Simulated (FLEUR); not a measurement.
# BiTe (R-3m) in FLEUR: further runs

Runs on BiTe. Level: PBE. Tasks: band structure, equation of state.

Program: FLEUR MaX-R8.1 (later development tree). These are calculated values, not measurements. Logs are shortened: lines on timing, memory, paths and dates and some standing lists are left out, and cuts for length are marked.

### 1 The structure

The structure is trigonal, space group R-3m (No. 166). Conventional cell: a = 4.845 Å, b = 4.845 Å, c = 9.952 Å, α = 90.00°, β = 90.00°, γ = 120.00°. Bi (site symmetry -3m) is surrounded by 6 Te at 3.25 Å. Around Te (site symmetry -3m) lie 6 Bi at 3.25 Å.

The cell comes from a database or a generator and needn't be the stable form of this composition.

### 2 Band structure, PBE

Input file inp.xml:

```xml
<?xml version="1.0" encoding="UTF-8" standalone="no"?>
<fleurInput fleurInputVersion="0.39">
   <comment>
      BiTe                                                                                                
   </comment>
   <calculationSetup>
      <cutoffs Kmax="4.1" Gmax="12.7" GmaxXC="12.7" numbands="0"/>
      <scfLoop itmax="60" minDistance="0.00001" maxIterBroyd="15" imix="Anderson" alpha="0.05" precondParam="0.0" spinf="2.0" sdNocoIR="T"/>
      <coreElectrons ctail="T" frcor="F" kcrel="0" coretail_lmax="0"/>
      <xcFunctional name="pbe" relativisticCorrections="F"/>
      <magnetism jspins="1"/>
      <soc l_soc="F" theta="0.0" phi="0.0" spav="F"/>
      <expertModes spex="0" secvar="F"/>
      <geometryOptimization l_f="F" forcealpha="1.0" forcemix="BFGS" epsdisp="0.00001" epsforce="0.00001"/>
      <ldaU l_linMix="F" mixParam="0.05" spinf="1.0"/>
   </calculationSetup>
   <cell>
      <bzIntegration valenceElectrons="43.0" mode="hist" fermiSmearingEnergy="0.00183747">
         <kPointListSelection listName="default-1"/>
         <!-- k-points included here -->
         <xi:include xmlns:xi="http://www.w3.org/2001/XInclude" href="kpts.xml"> </xi:include>
      </bzIntegration>
      <!-- symmetry operations included here -->
      <xi:include xmlns:xi="http://www.w3.org/2001/XInclude" href="sym.xml"> </xi:include>
      <bulkLattice scale="1.0">
         <bravaisMatrix>
[... 32 lines left out ...]
         <energyParameters s="5" p="5" d="5" f="4"/>
         <lo type="SCLO" l="1" n="4" eDeriv="0"/>
         <lo type="SCLO" l="1" n="4" eDeriv="1"/>
         <lo type="SCLO" l="2" n="4" eDeriv="0"/>
         <lo type="SCLO" l="2" n="4" eDeriv="1"/>
         <lo type="SCLO" l="0" n="5" eDeriv="2"/>
         <lo type="SCLO" l="3" n="4" eDeriv="2"/>
      </species>
   </atomSpecies>
   <atomGroups>
      <atomGroup species="Bismuth (Bi)">
         <relPos label="                   1">1.000/2.000 1.000/2.000 1.000/2.000</relPos>
         <force calculate="T" relaxXYZ="TTT"/>
      </atomGroup>
      <atomGroup species="Tellurium (Te)">
         <relPos label="                   2">.0000000000 .0000000000 .0000000000</relPos>
         <force calculate="T" relaxXYZ="TTT"/>
      </atomGroup>
   </atomGroups>
   <output dos="F" band="F" slice="F">
      <checks vchk="F" cdinf="F"/>
      <bandDOS minEnergy="-.5*Htr" maxEnergy="0.5*Htr" sigma="0.015" storeEVData="T"/>
      <vacuumDOS vacdos="F" integ="F" star="F" nstars="0" locx1="0.0" locy1="0.0" locx2="0.0" locy2="0.0" nstm="0" tworkf="0.0"/>
      <unfoldingBand unfoldBand="F" supercellX="1" supercellY="1" supercellZ="1"/>
      <plotting iplot="0" polar="F">
         <plot TwoD="T" vec1="  1.0  0.0  0.0" vec2="  0.0  1.0  0.0" vec3="  0.0  0.0  1.0" zero="  0.0  0.0  0.0" file="plot"/>
      </plotting>
      <chargeDensitySlicing numkpt="0" minEigenval="0.0" maxEigenval="0.0" nnne="0" pallst="F"/>
      <specialOutput eonly="F"/>
      <moessbauerParams electricFieldGradient="T" isomerShift="T" coreHyperfine="T" valenceHyperfine="T"/>
      <magneticCircularDichroism mcd="F" energyLo="-10.0" energyUp="0.0"/>
   </output>
  <!-- We include the file relax.xml here to enable relaxations (see documentation) -->
  <xi:include xmlns:xi="http://www.w3.org/2001/XInclude" href="relax.xml"> <xi:fallback/> </xi:include>
</fleurInput>
```

Input file crystal.txt:

```
BiTe
&input cartesian=F /
2.4227077728  1.3987509848  3.3172919545
-2.4227077728  1.3987509848  3.3172919545
0.0000000000  -2.7975019696  3.3172919545
1.8897261246
1.0 1.0 1.0

2
83 0.5000000000  0.5000000000  0.5000000000
52 0.0000000000  0.0000000000  0.0000000000

&kpt div1=7 div2=7 div3=7 gamma=T /
```

Input file inp.xml (bands):

```
<?xml version="1.0" encoding="UTF-8" standalone="no"?>
<fleurInput fleurInputVersion="0.39">
   <comment>
      BiTe                                                                                                
   </comment>
   <calculationSetup>
      <cutoffs Kmax="4.1" Gmax="12.7" GmaxXC="12.7" numbands="0"/>
      <scfLoop itmax="60" minDistance="0.00001" maxIterBroyd="15" imix="Anderson" alpha="0.05" precondParam="0.0" spinf="2.0" sdNocoIR="T"/>
      <coreElectrons ctail="T" frcor="F" kcrel="0" coretail_lmax="0"/>
      <xcFunctional name="pbe" relativisticCorrections="F"/>
      <magnetism jspins="1"/>
      <soc l_soc="F" theta="0.0" phi="0.0" spav="F"/>
      <expertModes spex="0" secvar="F"/>
      <geometryOptimization l_f="F" forcealpha="1.0" forcemix="BFGS" epsdisp="0.00001" epsforce="0.00001"/>
      <ldaU l_linMix="F" mixParam="0.05" spinf="1.0"/>
   </calculationSetup>
   <cell>
      <bzIntegration valenceElectrons="43.0" mode="hist" fermiSmearingEnergy="0.00183747">
         <kPointListSelection listName="path-1"/>
         <!-- k-points included here -->
         <xi:include xmlns:xi="http://www.w3.org/2001/XInclude" href="kpts.xml"> </xi:include>
      </bzIntegration>
      <!-- symmetry operations included here -->
      <xi:include xmlns:xi="http://www.w3.org/2001/XInclude" href="sym.xml"> </xi:include>
      <bulkLattice scale="1.0">
         <bravaisMatrix>
[... 31 lines left out ...]
         </electronConfig>
         <energyParameters s="5" p="5" d="5" f="4"/>
         <lo type="SCLO" l="1" n="4" eDeriv="0"/>
         <lo type="SCLO" l="1" n="4" eDeriv="1"/>
         <lo type="SCLO" l="2" n="4" eDeriv="0"/>
         <lo type="SCLO" l="2" n="4" eDeriv="1"/>
         <lo type="SCLO" l="0" n="5" eDeriv="2"/>
         <lo type="SCLO" l="3" n="4" eDeriv="2"/>
      </species>
   </atomSpecies>
   <atomGroups>
      <atomGroup species="Bismuth (Bi)">
         <relPos label="                   1">1.000/2.000 1.000/2.000 1.000/2.000</relPos>
         <force calculate="T" relaxXYZ="TTT"/>
      </atomGroup>
      <atomGroup species="Tellurium (Te)">
         <relPos label="                   2">.0000000000 .0000000000 .0000000000</relPos>
         <force calculate="T" relaxXYZ="TTT"/>
      </atomGroup>
   </atomGroups>
   <output dos="F" band="T" slice="F">
      <checks vchk="F" cdinf="F"/>
      <bandDOS minEnergy="-.5*Htr" maxEnergy="0.5*Htr" sigma="0.015" storeEVData="T"/>
      <vacuumDOS vacdos="F" integ="F" star="F" nstars="0" locx1="0.0" locy1="0.0" locx2="0.0" locy2="0.0" nstm="0" tworkf="0.0"/>
      <unfoldingBand unfoldBand="F" supercellX="1" supercellY="1" supercellZ="1"/>
      <plotting iplot="0" polar="F">
         <plot TwoD="T" vec1="  1.0  0.0  0.0" vec2="  0.0  1.0  0.0" vec3="  0.0  0.0  1.0" zero="  0.0  0.0  0.0" file="plot"/>
      </plotting>
      <chargeDensitySlicing numkpt="0" minEigenval="0.0" maxEigenval="0.0" nnne="0" pallst="F"/>
      <specialOutput eonly="F"/>
      <moessbauerParams electricFieldGradient="T" isomerShift="T" coreHyperfine="T" valenceHyperfine="T"/>
      <magneticCircularDichroism mcd="F" energyLo="-10.0" energyUp="0.0"/>
   </output>
  <!-- We include the file relax.xml here to enable relaxations (see documentation) -->
  <xi:include xmlns:xi="http://www.w3.org/2001/XInclude" href="relax.xml"> <xi:fallback/> </xi:include>
</fleurInput>
```

Potentials or basis: all-electron, FLAPW.

Run with:

```
$ inpgen -f crystal.txt -profile fastHighL
$ # inp.xml edited to the form shown
$ fleur_MPI
$ fleur_MPI   # second run, on inp.xml (bands)
```

The log of the run:

```text
Welcome to FLEUR        (www.flapw.de)
      MaX-Release 8.1          (www.max-centre.eu)

 ========== k-point set info ==========
 Selected k-point list: default-1
 k-point list type: mesh
 7 x 7 x 7
 Number of k points: 44

 ------------Calculation Setup---------------------------
 Number of MPI-tasks      :            1
 Number of PE/node        :            1
 Number of OMP-threads    :            1
 Most efficient MPI parallelization for:
           1           2           4          11          22          44
 Additional eigenvalue parallelization possible
 Number of basis functions:          626
 Approximate size of matrices (H+S) per k-point:         0.006 GB
 --------------------------------------------------------
 Iteration:     1   Distance:       8.92121240 me/bohr^3
 Iteration:     2   Distance:       8.36964297 me/bohr^3
 Iteration:     3   Distance:       3.26978637 me/bohr^3
 Iteration:     4   Distance:       1.07936262 me/bohr^3
 Iteration:     5   Distance:       0.68019440 me/bohr^3
 Iteration:     6   Distance:       0.09338320 me/bohr^3
 Iteration:     7   Distance:       0.06017441 me/bohr^3
 Iteration:     8   Distance:       0.03223330 me/bohr^3
 Iteration:     9   Distance:       0.00261032 me/bohr^3
 Iteration:    10   Distance:       0.00093384 me/bohr^3
 Iteration:    11   Distance:       0.00029532 me/bohr^3
 Iteration:    12   Distance:       0.00004136 me/bohr^3
 Iteration:    13   Distance:       0.00004130 me/bohr^3
 Iteration:    14   Distance:       0.00000628 me/bohr^3

 ********************************************************************
 Run finished successfully
 Stop message:
   all done
 ********************************************************************
```

output (bands):

```text
Welcome to FLEUR        (www.flapw.de)
      MaX-Release 8.1          (www.max-centre.eu)

 ========== k-point set info ==========
 Selected k-point list: path-1
 k-point list type: path
 Number of k points: 60

 ------------Calculation Setup---------------------------
 Number of MPI-tasks      :            1
 Number of PE/node        :            1
 Number of OMP-threads    :            1
 Most efficient MPI parallelization for:
           1           2           3           4           5           6          10          12          15          20          30          60
 Additional eigenvalue parallelization possible
 Number of basis functions:          622
 Approximate size of matrices (H+S) per k-point:         0.006 GB
 --------------------------------------------------------
 Fermi energy correction for metals:
 Fermi energy in bands.* files may not be consistent with last density.
 Please correct it manually (e.g. in band.gnu file).

 Note: Band structure data (together with different weights) is also stored in the banddos.hdf file.
       A convenient way of extracting and plotting the data from that file is by making use of the

 ********************************************************************
 Run finished successfully
 Stop message:
   Charge density postprocessing done.
 ********************************************************************
```

out.xml (last iteration):

```text
<iteration numberForCurrentRun="   14" overallNumber="   14">
         <energyParameters units="Htr">
            <atomicEP atomType="1" spin="1" branch="6s" branchLowest="-5.39" branchHighest="0.38" value="-0.1570217084"/>
            <atomicEP atomType="1" spin="1" branch="6p" branchLowest="-3.11" branchHighest="1.23" value="0.1698719350"/>
            <atomicEP atomType="1" spin="1" branch="5d" branchLowest="-15.36" branchHighest="-0.55" value="-0.5510961023"/>
            <atomicEP atomType="1" spin="1" branch="5f" branchLowest="-5.20" branchHighest="1.72" value="0.5262632009"/>
            <loAtomicEP atomType="1" spin="1" branch="5p" branchLowest="-24.59" branchHighest="-3.11" value="-3.1854376756"/>
            <loAtomicEP atomType="1" spin="1" branch="5p" branchLowest="-24.59" branchHighest="-3.11" value="-3.1854376756"/>
            <loAtomicEP atomType="1" spin="1" branch="6s" branchLowest="-5.39" branchHighest="0.38" value="-0.1570217084"/>
            <loAtomicEP atomType="1" spin="1" branch="5d" branchLowest="-15.36" branchHighest="-0.55" value="-0.5878130211"/>
            <loAtomicEP atomType="1" spin="1" branch="5f" branchLowest="-5.20" branchHighest="1.72" value="0.5262463281"/>
            <atomicEP atomType="2" spin="1" branch="5s" branchLowest="-5.61" branchHighest="0.31" value="-0.1642401090"/>
            <atomicEP atomType="2" spin="1" branch="5p" branchLowest="-3.78" branchHighest="0.93" value="0.1370369749"/>
            <atomicEP atomType="2" spin="1" branch="5d" branchLowest="-1.09" branchHighest="2.03" value="0.3863077391"/>
            <atomicEP atomType="2" spin="1" branch="4f" branchLowest="-9.99" branchHighest="1.53" value="0.5447923013"/>
            <loAtomicEP atomType="2" spin="1" branch="4p" branchLowest="-29.09" branchHighest="-3.78" value="-3.7874376966"/>
            <loAtomicEP atomType="2" spin="1" branch="4p" branchLowest="-29.09" branchHighest="-3.78" value="-3.7874376966"/>
            <loAtomicEP atomType="2" spin="1" branch="4d" branchLowest="-20.14" branchHighest="-1.09" value="-1.1023822849"/>
            <loAtomicEP atomType="2" spin="1" branch="4d" branchLowest="-20.14" branchHighest="-1.09" value="-1.1023822849"/>
            <loAtomicEP atomType="2" spin="1" branch="5s" branchLowest="-5.61" branchHighest="0.31" value="-0.1642401090"/>
            <loAtomicEP atomType="2" spin="1" branch="4f" branchLowest="-9.99" branchHighest="1.53" value="0.5447922761"/>
         </energyParameters>
         <eigenvalues>
            <eigenvaluesAt spin="1" ikpt="1" k_x="0.00000000" k_y="0.00000000" k_z="0.00000000">
                      -3.7764525435       -3.7764525435       -3.7747455494       -3.1129081701       -3.1129081701
                      -3.1119743561       -1.1064396210       -1.1064396210       -1.1050810415       -1.1050810415
                      -1.1045326325       -0.5929271646       -0.5929271646       -0.5922777823       -0.5922777823
                      -0.5916812626       -0.2342365371       -0.0427848610        0.1543106428        0.1543106428
                       0.2022440237        0.3304138169        0.3535242946        0.3535242946        0.4115253735
                       0.4115253735        0.4902504522        0.5072899432        0.5168739623        0.5168739623
                       0.5189983082        0.8099828164        0.8099828165
            </eigenvaluesAt>
            <eigenvaluesAt spin="1" ikpt="2" k_x="0.00000000" k_y="0.00000000" k_z="0.14285714">
[... 75 lines left out ...]
               <shell n="1" l="0" isomerShift="2672182.52440"/>
               <shell n="2" l="0" isomerShift="416471.77658"/>
               <shell n="2" l="1" isomerShift="34144.51002"/>
               <shell n="3" l="0" isomerShift="96614.90380"/>
               <shell n="3" l="1" isomerShift="8898.76004"/>
               <shell n="4" l="0" isomerShift="25125.38856"/>
               <shell n="3" l="2" isomerShift="0.00373"/>
               <shell n="4" l="1" isomerShift="2289.10227"/>
               <shell n="5" l="0" isomerShift="5488.24794"/>
               <shell n="4" l="2" isomerShift="0.00105"/>
               <shell n="4" l="3" isomerShift="0.00000"/>
            </coreIsomerShift>
            <coreIsomerShift atomType="2" isTotal="232178.47470">
               <shell n="1" l="0" isomerShift="201660.31985"/>
               <shell n="2" l="0" isomerShift="24008.85085"/>
               <shell n="2" l="1" isomerShift="632.51433"/>
               <shell n="3" l="0" isomerShift="4745.15559"/>
               <shell n="3" l="1" isomerShift="135.56206"/>
               <shell n="4" l="0" isomerShift="996.07198"/>
               <shell n="3" l="2" isomerShift="0.00003"/>
            </coreIsomerShift>
            <isomerShift atomType="1" nucleusRadius="0.0001402" averageDensity="3261911.83368"/>
            <isomerShift atomType="2" nucleusRadius="0.0001189" averageDensity="232300.60372"/>
            <electricFieldGradient atomType="1" VXX="0.95534" VYY="0.95534" VZZ="-1.91067" asymParam="0.00000">
            </electricFieldGradient>
            <electricFieldGradient atomType="2" VXX="0.75879" VYY="0.75879" VZZ="-1.51757" asymParam="0.00000">
            </electricFieldGradient>
         </moessbauerParams>
         <totalEnergy                                    value="   -28377.9701690023" units="Htr">
            <sumOfEigenvalues                            value="   -17501.2395008239">
               <coreElectrons value="-17443.4567500238"/>
               <valenceElectrons value="-57.7827508002"/>
            </sumOfEigenvalues>
            <densityCoulombPotentialIntegral value="-49178.2784966066"/>
            <densityEffectivePotentialIntegral value="-49930.0535786888"/>
            <chargeDenXCDenIntegral value="-574.8392381821"/>
            <FockExchangeEnergyValence value="0.0000000000"/>
            <FockExchangeEnergyCore value="0.0000000000"/>
            <atomTypeDependentContributions atomType="1">
               <electronNucleiInteractionDifferentMTs value="27333.5191029412"/>
               <MadelungTerm value="-43.5709969040"/>
            </atomTypeDependentContributions>
            <atomTypeDependentContributions atomType="2">
               <electronNucleiInteractionDifferentMTs value="8240.5567648383"/>
               <MadelungTerm value="-25.1588956985"/>
            </atomTypeDependentContributions>
            <tkbTimesEntropy value="0.0004401389"/>
            <freeEnergy value="-28377.9706091412"/>
            <extrapolationTo0K value="-28377.9703890718"/>
         </totalEnergy>
         <densityConvergence units="me/bohr^3">
            <chargeDensity spin="1" distance="0.0000062839"/>
         </densityConvergence>
      </iteration>
```

Run time: 3.8 min. Hardware: 1 thread of Intel Xeon at 2.50GHz (Skylake/Cascade Lake), shared host; peak memory 0.09 GiB.

Results:

* Free energy: -772203.9191 eV
* Band gap along the path: none (metal or under the smearing width)
* Valence electrons inside the program's atomic spheres: Bi 18.73; Te 20.05 (radii Bi 2.66, Te 2.66 bohr)

Levels at the corners of the path, in eV from the Fermi level:
```
point  band 19  band 20  band 21  band 22  band 23  band 24
    Γ    -2.92    -2.92    -1.62     1.87     2.50     2.50
    L    -1.87    -1.83    -1.04    -0.97    -0.62     0.30
   B1    -4.88    -4.88    -1.77    -0.62     3.19     3.57
    B    -4.88    -4.88    -1.77    -0.62     3.19     3.57
    Z    -2.36    -2.36    -2.24    -1.57    -1.28    -1.28
    Γ    -2.92    -2.92    -1.62     1.87     2.50     2.50
    X    -5.36    -3.74    -2.98     2.04     2.39     3.23
    Q    -5.36    -3.74    -2.98     2.04     2.39     3.23
    F    -5.61    -4.49    -3.31     2.41     3.06     3.58
   P1    -5.08    -3.78    -3.31     0.94     1.29     3.44
    Z    -2.36    -2.36    -2.24    -1.57    -1.28    -1.28
    L    -1.87    -1.83    -1.04    -0.97    -0.62     0.30
    P    -5.08    -3.78    -3.31     0.94     1.29     3.44
```

Core levels (eV from the Fermi level):
| atom | levels |
| --- | --- |
| 1 Bi | 1s1/2 -90520.6, 2s1/2 -16246.6, 2p1/2 -15606.8, 2p3/2 -13286.5, 3s1/2 -3918.7, 3p1/2 -3630.2, 3p3/2 -3110.6, 4s1/2 -896.9, 3d3/2 -2639.1, 3d5/2 -2529.0, 4p1/2 -771.5, 4p3/2 -643.4, 5s1/2 -153.7, 4d3/2 -439.9, 4d5/2 -416.0, 4f5/2 -151.8, 4f7/2 -146.3 |
| 2 Te | 1s1/2 -31603.2, 2s1/2 -4841.3, 2p1/2 -4535.5, 2p3/2 -4261.0, 3s1/2 -960.0, 3p1/2 -834.3, 3p3/2 -783.2, 4s1/2 -159.8, 3d3/2 -561.5, 3d5/2 -550.8 |

Caveat: spin-orbit coupling is left out, which moves the levels of the heavy elements.

### 3 Equation of state, PBE, 31.70 Å³/atom (volume scaled by 0.94)

Changes to inp.xml since step 2:

```diff
@@ -24,3 +24,3 @@
       <xi:include xmlns:xi="http://www.w3.org/2001/XInclude" href="sym.xml"> </xi:include>
-      <bulkLattice scale="1.0">
+      <bulkLattice scale="0.9795861087">
          <bravaisMatrix>
```

Potentials or basis: all-electron, FLAPW.

Run with:

```
$ inpgen -f crystal.txt -profile fastHighL
$ # inp.xml edited to the form shown
$ fleur_MPI
```

Wall time 3.1 min (1 thread of Intel Xeon at 2.50GHz (Skylake/Cascade Lake), shared host); peak memory 0.09 GiB.

Results (log left out):

```yaml
Free_energy: -772203.8730 eV
Band_gap_on_the_k_mesh: none (metal or under the smearing width)
Valence_electrons_inside_the_program's_atomic_spheres: Bi 18.78; Te 20.10 (radii Bi 2.66, Te 2.66 bohr)
```

Caveat: spin-orbit coupling is left out, which moves the levels of the heavy elements.

### 4 Equation of state, PBE, 32.38 Å³/atom (volume scaled by 0.96)

Changes to inp.xml since step 3:

```diff
@@ -24,3 +24,3 @@
       <xi:include xmlns:xi="http://www.w3.org/2001/XInclude" href="sym.xml"> </xi:include>
-      <bulkLattice scale="0.9795861087">
+      <bulkLattice scale="0.9864848297">
          <bravaisMatrix>
```

Run with:

```
$ inpgen -f crystal.txt -profile fastHighL
$ # inp.xml edited to the form shown
$ fleur_MPI
```

Run time: 3.3 min. Hardware: 1 thread of Intel Xeon at 2.50GHz (Skylake/Cascade Lake), shared host; peak memory 0.08 GiB.

The run converged. Its results:

```yaml
Free_energy: -772203.8982 eV
Band_gap_on_the_k_mesh: none (metal or under the smearing width)
Valence_electrons_inside_the_program's_atomic_spheres: Bi 18.76; Te 20.08 (radii Bi 2.66, Te 2.66 bohr)
```

Caveat: spin-orbit coupling is left out, which moves the levels of the heavy elements.

(Part 1 of 2 ends here.)
